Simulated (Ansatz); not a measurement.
# FH9Si4: the cost of one run

Method: RKS B3LYP-D4/STO-3G, in Ansatz 0.2.0.

## Step 1: Starting point

Bond lengths: Si1–F2 1.590 Å, Si1–Si3 2.220 Å, Si3–H4 1.460 Å, Si3–H5 1.460 Å, Si3–H6 1.460 Å, Si1–Si7 2.218 Å, Si7–H8 1.460 Å, Si7–H9 1.460 Å, Si7–H10 1.460 Å, Si1–Si11 2.218 Å, Si11–H12 1.460 Å, Si11–H13 1.460 Å, Si11–H14 1.460 Å. Angles (14 of 24 angles, heavy atoms first): F2–Si1–Si3 109.5°, F2–Si1–Si7 109.5°, F2–Si1–Si11 109.5°, Si3–Si1–Si7 109.5°, Si3–Si1–Si11 109.5°, Si7–Si1–Si11 109.5°, Si1–Si3–H4 109.5°, Si1–Si3–H5 109.5°, Si1–Si3–H6 109.5°, Si1–Si7–H8 109.5°, Si1–Si7–H9 109.5°, Si1–Si7–H10 109.5°, Si1–Si11–H12 109.5°, Si1–Si11–H13 109.5°.

Structure file:

```xyz
14

Si    0.0000    0.0000    0.0000
F     0.0000    0.0000    1.5900
Si    2.0935    0.0000   -0.7393
H     2.5508   -1.3762   -0.9079
H     2.1573    0.6939   -2.0222
H     2.9510    0.6823    0.2255
Si   -1.0456    1.8115   -0.7393
H    -2.4302    1.4780   -1.0607
H    -1.0215    2.8436    0.2931
H    -0.3743    2.3069   -1.9374
Si   -1.0456   -1.8115   -0.7393
H    -1.7029   -2.4846    0.3772
H    -2.0454   -1.4265   -1.7311
H    -0.0777   -2.7173   -1.3511
```

## Step 2: Preparing the start

input.yaml

```yaml
crystal:
  periodic: [false, false, false]
  atoms:
    - { symbol: Si, position_ang: [0.0, 0.0, 0.0] }
    - { symbol: F, position_ang: [0.0, 0.0, 1.59] }
    - { symbol: Si, position_ang: [2.0935, 0.0, -0.7393] }
    - { symbol: H, position_ang: [2.5508, -1.3762, -0.9079] }
    - { symbol: H, position_ang: [2.1573, 0.6939, -2.0222] }
    - { symbol: H, position_ang: [2.951, 0.6823, 0.2255] }
    - { symbol: Si, position_ang: [-1.0456, 1.8115, -0.7393] }
    - { symbol: H, position_ang: [-2.4302, 1.478, -1.0607] }
    - { symbol: H, position_ang: [-1.0215, 2.8436, 0.2931] }
    - { symbol: H, position_ang: [-0.3743, 2.3069, -1.9374] }
    - { symbol: Si, position_ang: [-1.0456, -1.8115, -0.7393] }
    - { symbol: H, position_ang: [-1.7029, -2.4846, 0.3772] }
    - { symbol: H, position_ang: [-2.0454, -1.4265, -1.7311] }
    - { symbol: H, position_ang: [-0.0777, -2.7173, -1.3511] }
basis:
  gaussian: { orbitals: STO-3G }
hamiltonian:
  xc: b3lyp
  dispersion: d4
relax:
  f_tol: 0.02
  max_steps: 40
output:
  orbitals: {}
```

Run with:

```bash
$ ansatz run input.yaml --threads 1 --pin off --max-ram 2048MiB --backend cpu --events-out ev --progress --plain --runs-dir out
```

What time and memory should one allow on 1 thread of Arm Neoverse V1, shared host?

About 69 s, with a peak of 0.14 GiB.
